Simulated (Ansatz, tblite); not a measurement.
# Si35H42 off rod (Si₃₅H₄₂): charged states by level of theory

What does removing or adding an electron cost or gain for Si35H42 off rod (Si₃₅H₄₂)? Each charged state is run at several levels.

Program: Ansatz 0.2.0, Gaussian basis. Level of theory: as each input shows. These are calculated values, not measurements.

Levels to be run: charge +1 doublet, at the geometry of the singlet (PBE0-D4/def2-TZVP, PBE-D4/def2-TZVP, revPBE-D4/def2-TZVP); charge -1 doublet, at the geometry of the singlet (PBE0-D4/def2-TZVP, PBE-D4/def2-TZVP, revPBE-D4/def2-TZVP); the starting singlet's energies come from earlier runs.

1 further run of the same task is left out (set aside as unsound or not needed). Runs told in other sessions of the task aren't counted.

## 1. The relaxed structure

The geometry is that of the singlet, from an earlier relaxation (r2SCAN-D4/def2-SVP).

77 atoms, charge 0, spin multiplicity 1.

Atoms are counted from 1 here; the program's logs count them from 0.

Bond lengths: Si1–Si2 2.368 Å, Si1–Si8 2.349 Å, Si1–H36 1.499 Å, Si1–H37 1.499 Å, Si2–Si10 2.349 Å, Si2–H38 1.499 Å, Si2–H39 1.499 Å, Si3–Si4 2.366 Å, Si3–Si9 2.349 Å, Si3–H40 1.499 Å, Si3–H41 1.499 Å, Si4–Si11 2.349 Å, Si4–H42 1.499 Å, Si4–H43 1.499 Å, Si5–Si6 2.350 Å, Si5–Si22 2.352 Å, Si5–H44 1.499 Å, Si5–H45 1.499 Å and more. Angles: Si2–Si1–Si8 110.4°, Si2–Si1–H36 109.8°, Si2–Si1–H37 109.8°, Si8–Si1–H36 109.4°, Si8–Si1–H37 109.4°, H36–Si1–H37 108.2°, Si1–Si2–Si10 110.6°, Si1–Si2–H38 110.0°, Si1–Si2–H39 110.0°, Si10–Si2–H38 109.2°, Si10–Si2–H39 109.2°, H38–Si2–H39 107.9°, Si4–Si3–Si9 110.3°, Si4–Si3–H40 110.2°, Si4–Si3–H41 110.0°, Si9–Si3–H40 109.4°, Si9–Si3–H41 108.9°, H40–Si3–H41 108.0° and more.

## 2. Charge +1 doublet at the fixed geometry, PBE0-D4/def2-TZVP

Input file in.yaml:

```yaml
crystal:
  periodic: [false, false, false]
  atoms:
    - {symbol: Si, position_ang: [-3.255458, -1.880137, -2.968434]}
    - {symbol: Si, position_ang: [-3.248336, -1.874882, -0.600744]}
    - {symbol: Si, position_ang: [0.570687, -4.084575, 0.209851]}
    - {symbol: Si, position_ang: [0.544891, -4.087612, 2.575742]}
    - {symbol: Si, position_ang: [0.545574, -1.903918, -6.979884]}
    - {symbol: Si, position_ang: [-1.342853, -0.771868, -6.159429]}
    - {symbol: Si, position_ang: [0.546125, -1.896091, -2.964741]}
    - {symbol: Si, position_ang: [-1.351547, -0.779249, -3.793559]}
    - {symbol: Si, position_ang: [0.561694, -1.881077, -0.603340]}
    - {symbol: Si, position_ang: [-1.341145, -0.774698, 0.216619]}
    - {symbol: Si, position_ang: [0.560373, -1.886521, 3.396104]}
    - {symbol: Si, position_ang: [-1.344321, -0.778253, 2.579896]}
    - {symbol: Si, position_ang: [0.545017, -1.902479, 5.760937]}
    - {symbol: Si, position_ang: [-1.369068, -0.794850, 6.563688]}
    - {symbol: Si, position_ang: [-1.379314, 1.430510, -6.977390]}
    - {symbol: Si, position_ang: [-1.370098, 1.422069, -2.963001]}
    - {symbol: Si, position_ang: [-1.347692, 1.426767, -0.601788]}
    - {symbol: Si, position_ang: [-3.249903, 2.536597, 0.213505]}
    - {symbol: Si, position_ang: [-1.351310, 1.424926, 3.397906]}
    - {symbol: Si, position_ang: [-3.264932, 2.513180, 2.579299]}
    - {symbol: Si, position_ang: [-1.371564, 1.417065, 5.763035]}
    - {symbol: Si, position_ang: [2.565940, -1.043855, -6.137413]}
    - {symbol: Si, position_ang: [2.468756, -0.825468, -3.789121]}
    - {symbol: Si, position_ang: [2.469348, -0.768242, 0.201050]}
    - {symbol: Si, position_ang: [2.461197, -0.770331, 2.569348]}
    - {symbol: Si, position_ang: [2.447410, -0.795304, 6.587290]}
    - {symbol: Si, position_ang: [0.385352, 2.738288, -6.137768]}
    - {symbol: Si, position_ang: [2.425840, 1.401889, -3.034338]}
    - {symbol: Si, position_ang: [0.517887, 2.552008, -3.788396]}
    - {symbol: Si, position_ang: [2.468260, 1.424148, -0.659345]}
    - {symbol: Si, position_ang: [0.571069, 2.521322, 0.202883]}
    - {symbol: Si, position_ang: [2.474475, 1.425638, 3.413471]}
    - {symbol: Si, position_ang: [0.565689, 2.513093, 2.571405]}
    - {symbol: Si, position_ang: [2.456810, 1.414179, 5.779482]}
    - {symbol: Si, position_ang: [0.539164, 2.510050, 6.589130]}
    - {symbol: H, position_ang: [-3.270819, -3.291645, -3.471734]}
    - {symbol: H, position_ang: [-4.486637, -1.190765, -3.473212]}
    - {symbol: H, position_ang: [-3.263557, -3.282010, -0.085067]}
    - {symbol: H, position_ang: [-4.473795, -1.182501, -0.086186]}
    - {symbol: H, position_ang: [-0.624779, -4.816069, -0.321111]}
    - {symbol: H, position_ang: [1.800171, -4.781249, -0.289296]}
    - {symbol: H, position_ang: [-0.686312, -4.782816, 3.072563]}
    - {symbol: H, position_ang: [1.739561, -4.824979, 3.100024]}
    - {symbol: H, position_ang: [0.468221, -3.337556, -6.550283]}
    - {symbol: H, position_ang: [0.549470, -1.864945, -8.477958]}
    - {symbol: H, position_ang: [-2.572507, -1.481844, -6.649069]}
    - {symbol: H, position_ang: [0.508291, -3.317882, -3.447774]}
    - {symbol: H, position_ang: [-2.574125, -1.488357, 3.068934]}
    - {symbol: H, position_ang: [0.539471, -3.326005, 6.238344]}
    - {symbol: H, position_ang: [-2.605285, -1.508482, 6.109355]}
    - {symbol: H, position_ang: [-1.352849, -0.786245, 8.062821]}
    - {symbol: H, position_ang: [-1.348343, 1.415978, -8.475573]}
    - {symbol: H, position_ang: [-2.655795, 2.083737, -6.541717]}
    - {symbol: H, position_ang: [-2.620585, 2.100121, -3.445366]}
    - {symbol: H, position_ang: [-4.482153, 1.869149, -0.317746]}
    - {symbol: H, position_ang: [-3.237890, 3.950258, -0.284201]}
    - {symbol: H, position_ang: [-4.482595, 1.794252, 3.075796]}
    - {symbol: H, position_ang: [-3.305593, 3.916249, 3.104461]}
    - {symbol: H, position_ang: [-2.606585, 2.123939, 6.242125]}
    - {symbol: H, position_ang: [3.656561, -2.019230, -6.466684]}
    - {symbol: H, position_ang: [2.902105, 0.259723, -6.791359]}
    - {symbol: H, position_ang: [3.685513, -1.479507, -3.200580]}
    - {symbol: H, position_ang: [3.694894, -1.496554, -0.268652]}
    - {symbol: H, position_ang: [3.683114, -1.499026, 3.048793]}
    - {symbol: H, position_ang: [3.689245, -1.509379, 6.148597]}
    - {symbol: H, position_ang: [2.413308, -0.782490, 8.085953]}
    - {symbol: H, position_ang: [1.679242, 2.358039, -6.786018]}
    - {symbol: H, position_ang: [0.104583, 4.171902, -6.475547]}
    - {symbol: H, position_ang: [3.649950, 2.108969, -3.539106]}
    - {symbol: H, position_ang: [0.559478, 3.933806, -3.202499]}
    - {symbol: H, position_ang: [3.706656, 2.138511, -0.200789]}
    - {symbol: H, position_ang: [0.553228, 3.947171, -0.265780]}
    - {symbol: H, position_ang: [3.705636, 2.136975, 2.932316]}
    - {symbol: H, position_ang: [0.545945, 3.935313, 3.052049]}
    - {symbol: H, position_ang: [3.685126, 2.123125, 6.270528]}
    - {symbol: H, position_ang: [0.534388, 2.472525, 8.087717]}
    - {symbol: H, position_ang: [0.541328, 3.943075, 6.152182]}
basis:
  gaussian: {orbitals: def2-TZVP, fitting: {mean_field: def2-universal-jkfit}}
total_charge: 1
magnetization: {spin_polarized: true, initial_magnetization: 1}
hamiltonian: {xc: pbe0, dispersion: d4}
scf: {omitted_lower_state_checks: [starts]}
output: {orbitals: {seedname: orbitals}}
```

On the command line:

```sh
$ ansatz run in.yaml --threads 11 --pin off --events-out ev --progress --plain --max-ram 174080MiB --backend cuda --devices 0, --max-vram 75GiB
```

What it wrote:

```text
Functional definition: PBE0
  name "PBE0"
  cite "Adamo & Barone, J. Chem. Phys. 110, 6158 (1999) doi:10.1063/1.478522"
  cite "Perdew, Burke & Ernzerhof, Phys. Rev. Lett. 77, 3865 (1996) doi:10.1103/PhysRevLett.77.3865"
  parent pbe
  parameter a = 0.25
  parameter kappa = 0.804
  parameter beta = 0.06672455060314922
  exchange = (1 - a)*pbe_x(kappa = kappa, mu = beta*pi^2/3) + a*exact_x
  correlation = pbe_c(beta = beta)
these checks for a lower state are left out or cut short: starts
5236 factors; integrals over basis functions are off by at most 5.7e-1 eV
mean field evaluation 1: about -276294.6617 eV, gradient 2.4e1 eV
mean field evaluation 2: about -276292.1978 eV, gradient 3.3e1 eV
mean field evaluation 4: about -276298.9922 eV, gradient 4.3e0 eV
mean field evaluation 8: about -276299.0904 eV, gradient 6.8e-1 eV
mean field evaluation 16: about -276299.0938 eV, gradient 7.1e-3 eV
mean field evaluation 32: about -276299.0938 eV, gradient 2.3e-5 eV
mean field -276299.09380720 eV, -10153.8044151625 hartree, gradient 9.8e-6 eV, S^2 0.753635; 0 other end points of the search recorded, 0 dependent functions left out
reference -276299.09392193 eV, -10153.8044193786 hartree; 266, 265 occupied and 1281, 1282 virtual orbitals, 5236 factors
Total energy: -276304.98260781 eV, -10154.0208245932 hartree
Checks for a lower state left out: starts
```

Run time: 50 s. Hardware: 1 × H100 with 11 threads of AMD EPYC 7R13, shared host; peak host memory 3 GiB.

Report: HOMO -9.28 eV, LUMO -8.34 eV (over both spins); ⟨S²⟩ 0.754 (pure: 0.75).

## 3. Charge +1 doublet at the fixed geometry, PBE-D4/def2-TZVP

start.molden holds the orbitals of an earlier run on this state, given as this run's starting guess.

in.yaml: that of step 2 with these lines changed.

```diff
@@ -81,6 +81,6 @@
 basis:
-  gaussian: {orbitals: def2-TZVP, fitting: {mean_field: def2-universal-jkfit}}
+  gaussian: {orbitals: def2-TZVP, fitting: {mean_field: def2-universal-jkfit}, initial_orbitals: start.molden}
 total_charge: 1
 magnetization: {spin_polarized: true, initial_magnetization: 1}
-hamiltonian: {xc: pbe0, dispersion: d4}
+hamiltonian: {xc: pbe, dispersion: d4}
 scf: {omitted_lower_state_checks: [starts]}
```

Same command.

What it wrote:

```text
Functional definition: PBE
  name "PBE"
  cite "Perdew, Burke & Ernzerhof, Phys. Rev. Lett. 77, 3865 (1996) doi:10.1103/PhysRevLett.77.3865"
  parent pbe
  parameter kappa = 0.804
  parameter beta = 0.06672455060314922
  exchange = pbe_x(kappa = kappa, mu = beta*pi^2/3)
  correlation = pbe_c(beta = beta)
these checks for a lower state are left out or cut short: starts
5236 factors; integrals over basis functions are off by at most 5.7e-1 eV
mean field evaluation 1: about -276270.8681 eV, gradient 2.5e1 eV
mean field evaluation 2: about -276271.8739 eV, gradient 1.3e0 eV
mean field evaluation 4: about -276271.8793 eV, gradient 1.4e-1 eV
mean field evaluation 8: about -276271.8795 eV, gradient 2.4e-5 eV
mean field -276271.87953988 eV, -10152.8043092846 hartree, gradient 3.9e-6 eV, S^2 0.750820; 0 other end points of the search recorded, 0 dependent functions left out
reference -276271.87968992 eV, -10152.8043147986 hartree; 266, 265 occupied and 1281, 1282 virtual orbitals, 5236 factors
Total energy: -276278.29889117 eV, -10153.0402160933 hartree
Checks for a lower state left out: starts
```

Run time: 23 s. Hardware: 1 × H100 with 11 threads of AMD EPYC 7R13, shared host; peak host memory 2.8 GiB.

From the report: HOMO -8.36 eV, LUMO -8.27 eV (over both spins); ⟨S²⟩ 0.751 (pure: 0.75).

## 4. Charge +1 doublet at the fixed geometry, revPBE-D4/def2-TZVP

in.yaml: that of step 3 with these lines changed.

```diff
@@ -84,3 +84,3 @@
 magnetization: {spin_polarized: true, initial_magnetization: 1}
-hamiltonian: {xc: pbe, dispersion: d4}
+hamiltonian: {xc: {name: revPBE}, dispersion: d4}
 scf: {omitted_lower_state_checks: [starts]}
```

Launched as before.

What it wrote:

```text
Functional definition: revPBE
  name "revPBE"
  cite "Zhang & Yang, Phys. Rev. Lett. 80, 890 (1998) doi:10.1103/PhysRevLett.80.890"
  cite "Perdew, Burke & Ernzerhof, Phys. Rev. Lett. 77, 3865 (1996) doi:10.1103/PhysRevLett.77.3865"
  parameter kappa = 1.245
  parameter beta = 0.06672455060314922
  exchange = pbe_x(kappa = kappa, mu = beta*pi^2/3)
  correlation = pbe_c(beta = beta)
these checks for a lower state are left out or cut short: starts
5236 factors; integrals over basis functions are off by at most 5.7e-1 eV
mean field evaluation 1: about -276355.0011 eV, gradient 2.1e1 eV
mean field evaluation 2: about -276355.7107 eV, gradient 9.5e-1 eV
mean field evaluation 4: about -276355.7004 eV, gradient 1.4e-1 eV
mean field evaluation 8: about -276355.7006 eV, gradient 1.8e-5 eV
mean field -276355.70058988 eV, -10155.8846760563 hartree, gradient 8.0e-6 eV, S^2 0.750908; 0 other end points of the search recorded, 0 dependent functions left out
reference -276355.70077845 eV, -10155.8846829863 hartree; 266, 265 occupied and 1281, 1282 virtual orbitals, 5236 factors
Total energy: -276368.48546710 eV, -10156.3545116283 hartree
Checks for a lower state left out: starts
```

Run time: 23 s. Hardware: 1 × H100 with 11 threads of AMD EPYC 7R13, shared host; peak host memory 2.9 GiB.

HOMO -8.33 eV, LUMO -8.22 eV (over both spins); ⟨S²⟩ 0.751 (pure: 0.75).

## 5. Vertical ionisation energy

Charged state less starting state, singlet to doublet; the starting state's energies are those of its earlier runs.

| level | vertical ionisation energy (eV) | time |
| --- | --- | --- |
| PBE-D4/def2-TZVP | +7.15 | 33 s |
| revPBE-D4/def2-TZVP | +7.21 | 37 s |
| PBE0-D4/def2-TZVP | +7.60 | 70 s |

Times add the two runs; a level without a time comes out of a correlated run.

Beside −ε(HOMO) of the starting state:

| level | −ε(HOMO) (eV) | by difference (eV) | mismatch (eV) |
| --- | --- | --- | --- |
| PBE-D4/def2-TZVP | 5.86 | 7.15 | -1.29 |
| revPBE-D4/def2-TZVP | 5.82 | 7.21 | -1.39 |
| PBE0-D4/def2-TZVP | 6.72 | 7.60 | -0.89 |

## 6. Charge -1 doublet at the fixed geometry, PBE0-D4/def2-TZVP

in.yaml: that of step 4 with these lines changed.

```diff
@@ -81,6 +81,6 @@
 basis:
-  gaussian: {orbitals: def2-TZVP, fitting: {mean_field: def2-universal-jkfit}, initial_orbitals: start.molden}
-total_charge: 1
+  gaussian: {orbitals: def2-TZVP, fitting: {mean_field: def2-universal-jkfit}}
+total_charge: -1
 magnetization: {spin_polarized: true, initial_magnetization: 1}
-hamiltonian: {xc: {name: revPBE}, dispersion: d4}
+hamiltonian: {xc: pbe0, dispersion: d4}
 scf: {omitted_lower_state_checks: [starts]}
```

Launched as before.

What it wrote (excerpt; [...] marks lines left out):

```text
Functional definition: PBE0
  name "PBE0"
  cite "Adamo & Barone, J. Chem. Phys. 110, 6158 (1999) doi:10.1063/1.478522"
  cite "Perdew, Burke & Ernzerhof, Phys. Rev. Lett. 77, 3865 (1996) doi:10.1103/PhysRevLett.77.3865"
  parent pbe
[...]
5236 factors; integrals over basis functions are off by at most 5.7e-1 eV
[...]
mean field -276307.63807387 eV, -10154.1184111711 hartree, gradient 3.0e-6 eV, S^2 0.752225; 0 other end points of the search recorded, 0 dependent functions left out
reference -276307.63818183 eV, -10154.1184151386 hartree; 267, 266 occupied and 1280, 1281 virtual orbitals, 5236 factors
Total energy: -276313.67909864 eV, -10154.3404147363 hartree
Checks for a lower state left out: starts
```

It took 77 s on 1 × H100 with 11 threads of AMD EPYC 7R13, shared host; peak host memory 3 GiB.

Report: HOMO -0.25 eV, LUMO 0.56 eV (over both spins); ⟨S²⟩ 0.752 (pure: 0.75).

## 7. Charge -1 doublet at the fixed geometry, PBE-D4/def2-TZVP

in.yaml: that of step 6 with these lines changed.

```diff
@@ -81,6 +81,6 @@
 basis:
-  gaussian: {orbitals: def2-TZVP, fitting: {mean_field: def2-universal-jkfit}}
+  gaussian: {orbitals: def2-TZVP, fitting: {mean_field: def2-universal-jkfit}, initial_orbitals: start.molden}
 total_charge: -1
 magnetization: {spin_polarized: true, initial_magnetization: 1}
-hamiltonian: {xc: pbe0, dispersion: d4}
+hamiltonian: {xc: pbe, dispersion: d4}
 scf: {omitted_lower_state_checks: [starts]}
```

Launched as before.

What it wrote:

```text
Functional definition: PBE
  name "PBE"
  cite "Perdew, Burke & Ernzerhof, Phys. Rev. Lett. 77, 3865 (1996) doi:10.1103/PhysRevLett.77.3865"
  parent pbe
  parameter kappa = 0.804
  parameter beta = 0.06672455060314922
  exchange = pbe_x(kappa = kappa, mu = beta*pi^2/3)
  correlation = pbe_c(beta = beta)
these checks for a lower state are left out or cut short: starts
5236 factors; integrals over basis functions are off by at most 5.7e-1 eV
mean field evaluation 1: about -276279.2020 eV, gradient 2.6e1 eV
mean field evaluation 2: about -276280.2189 eV, gradient 1.3e0 eV
mean field evaluation 4: about -276280.2337 eV, gradient 2.1e-1 eV
mean field evaluation 8: about -276280.2379 eV, gradient 8.0e-3 eV
mean field evaluation 16: about -276280.2379 eV, gradient 1.4e-5 eV
mean field -276280.23785815 eV, -10153.1114718156 hartree, gradient 2.8e-6 eV, S^2 0.751243; 0 other end points of the search recorded, 0 dependent functions left out
reference -276280.23800031 eV, -10153.1114770399 hartree; 267, 266 occupied and 1280, 1281 virtual orbitals, 5236 factors
Total energy: -276286.82479677 eV, -10153.3535373452 hartree
Checks for a lower state left out: starts
```

Run time: 37 s. Hardware: 1 × H100 with 11 threads of AMD EPYC 7R13, shared host; peak host memory 2.9 GiB.

Report: HOMO -0.16 eV, LUMO -0.11 eV (over both spins); ⟨S²⟩ 0.751 (pure: 0.75).

## 8. Charge -1 doublet at the fixed geometry, revPBE-D4/def2-TZVP

in.yaml: that of step 7 with these lines changed.

```diff
@@ -84,3 +84,3 @@
 magnetization: {spin_polarized: true, initial_magnetization: 1}
-hamiltonian: {xc: pbe, dispersion: d4}
+hamiltonian: {xc: {name: revPBE}, dispersion: d4}
 scf: {omitted_lower_state_checks: [starts]}
```

Launched as before.

What it wrote (excerpt; [...] marks lines left out):

```text
Functional definition: revPBE
  name "revPBE"
  cite "Zhang & Yang, Phys. Rev. Lett. 80, 890 (1998) doi:10.1103/PhysRevLett.80.890"
  cite "Perdew, Burke & Ernzerhof, Phys. Rev. Lett. 77, 3865 (1996) doi:10.1103/PhysRevLett.77.3865"
[...]
5236 factors; integrals over basis functions are off by at most 5.7e-1 eV
[...]
mean field -276363.93851804 eV, -10156.1874143324 hartree, gradient 2.9e-6 eV, S^2 0.751663; 0 other end points of the search recorded, 0 dependent functions left out
reference -276363.93869562 eV, -10156.1874208582 hartree; 267, 266 occupied and 1280, 1281 virtual orbitals, 5236 factors
Total energy: -276377.10777127 eV, -10156.6713754620 hartree
Checks for a lower state left out: starts
```

It took 38 s on 1 × H100 with 11 threads of AMD EPYC 7R13, shared host; peak host memory 2.9 GiB.

From the report: HOMO -0.08 eV, LUMO -0.02 eV (over both spins); ⟨S²⟩ 0.752 (pure: 0.75).

## 9. Vertical electron affinity

Starting state less charged state (positive: the electron is bound), singlet to doublet; the starting state's energies are those of its earlier runs.

| level | vertical electron affinity (eV) | time |
| --- | --- | --- |
| PBE-D4/def2-TZVP | +1.38 | 48 s |
| revPBE-D4/def2-TZVP | +1.41 | 51 s |
| PBE0-D4/def2-TZVP | +1.09 | 97 s |

Times add the two runs; a level without a time comes out of a correlated run.

Beside −ε(LUMO) of the starting state:

| level | −ε(LUMO) (eV) | by difference (eV) | mismatch (eV) |
| --- | --- | --- | --- |
| PBE-D4/def2-TZVP | 2.45 | 1.38 | +1.07 |
| revPBE-D4/def2-TZVP | 2.36 | 1.41 | +0.94 |
| PBE0-D4/def2-TZVP | 1.77 | 1.09 | +0.68 |

## 10. Outcome

```
                                            quantity                                  value
vertical ionisation energy, functionals in def2-TZVP     7.15 (PBE-D4) to 7.60 eV (PBE0-D4)
vertical electron affinity, functionals in def2-TZVP  1.09 (PBE0-D4) to 1.41 eV (revPBE-D4)
```

**Reading.** The vertical ionisation energy spans 7.15 to 7.60 eV over the functionals. −ε(HOMO) misses the level's own difference by -0.89 eV at best (PBE0-D4) and -1.39 eV at worst (revPBE-D4). The vertical electron affinity spans 1.09 to 1.41 eV over the functionals. −ε(LUMO) misses the level's own difference by +0.68 eV at best (PBE0-D4) and +1.07 eV at worst (PBE-D4).
